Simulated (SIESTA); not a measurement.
A run of SIESTA 5.4.2 is set up as follows.

The input TiB4Mo.fdf:

```
SystemName                      TiB4Mo
SystemLabel                     TiB4Mo
NumberOfSpecies                 3
NumberOfAtoms                   6
%block ChemicalSpeciesLabel
  1  42 Mo
  2  22 Ti
  3   5 B
%endblock ChemicalSpeciesLabel

LatticeConstant                 1.0 Ang
%block LatticeVectors
     3.0531438851     0.0000000000     0.0000000000
    -1.5265719425     2.6441001659     0.0000000000
     0.0000000000     0.0000000000     6.4505920000
%endblock LatticeVectors
AtomicCoordinatesFormat         Fractional
%block AtomicCoordinatesAndAtomicSpecies
     0.0000000000     0.0000000000     0.0000000000  1  Mo
     0.0000000000     0.0000000000     0.5000000000  2  Ti
     0.6666666667     0.3333333333     0.2561980000  3  B
     0.6666666667     0.3333333333     0.7438020000  3  B
     0.3333333333     0.6666666667     0.2561980000  3  B
     0.3333333333     0.6666666667     0.7438020000  3  B
%endblock AtomicCoordinatesAndAtomicSpecies

%block kgrid.MonkhorstPack
   10   0   0  0.0
    0  10   0  0.0
    0   0   4  0.0
%endblock kgrid.MonkhorstPack
XC.Functional                   GGA
XC.Authors                      PBEsol
PAO.BasisSize                   DZP
PAO.EnergyShift                 0.003 Ry
Mesh.Cutoff                     800 Ry
OccupationFunction              FD
ElectronicTemperature           0.05 eV
MaxSCFIterations                120
SCF.MustConverge                false
SCF.Mixer.Method                Pulay
SCF.Mixer.Weight                0.25
SCF.Mixer.History               8
SCF.DM.Tolerance                5.0e-05
SCF.H.Tolerance                 1.0e-03 eV
WriteForces                     true
Charge.Mulliken                 end
Charge.Hirshfeld                end
Charge.Voronoi                  end
SaveRho                         true
SaveElectrostaticPotential      true
%block PAO.Basis
  Mo 5
  n=4 0 2
    3.234 0.000
  n=5 0 2
    8.897 0.000
  n=4 1 2
    3.729 0.000
  n=5 1 1
    8.897
  n=4 2 2
    6.735 0.000
  Ti 5
  n=3 0 2
    3.151 0.000
  n=4 0 2
    8.703 0.000
  n=3 1 2
    3.568 0.000
  n=4 1 1
    8.703
  n=3 2 2
    6.267 0.000
%endblock PAO.Basis
```

Potentials or basis: PseudoDojo 0.4 standard (PBEsol files), DZP (energy shift 0.003 Ry; two zetas on semicore shells).

Launch:

```sh
$ siesta TiB4Mo.fdf > TiB4Mo.out 2>&1
```

Q: Predict the band gap on the k mesh.

A: None (metal or under the smearing width).

Q: Predict the largest force.

A: 0.066 eV/Å.

Q: What does it give for the Hirshfeld charges?

A: Mo +0.44; Ti +0.23; B -0.17 e.

Q: What does it give for the Voronoi charges?

A: Mo +0.57; Ti +0.35; B -0.23 e.

Forces on the atoms (eV/Å):
```
Mo   0.000  0.000  0.000
Ti   0.000  0.000  0.000
B    0.000  0.000 -0.066
B    0.000  0.000  0.066
B    0.000  0.000 -0.066
B    0.000  0.000  0.066
```

Caveat: the basis of atomic orbitals isn't converged, which shifts pressures, moduli and gaps.
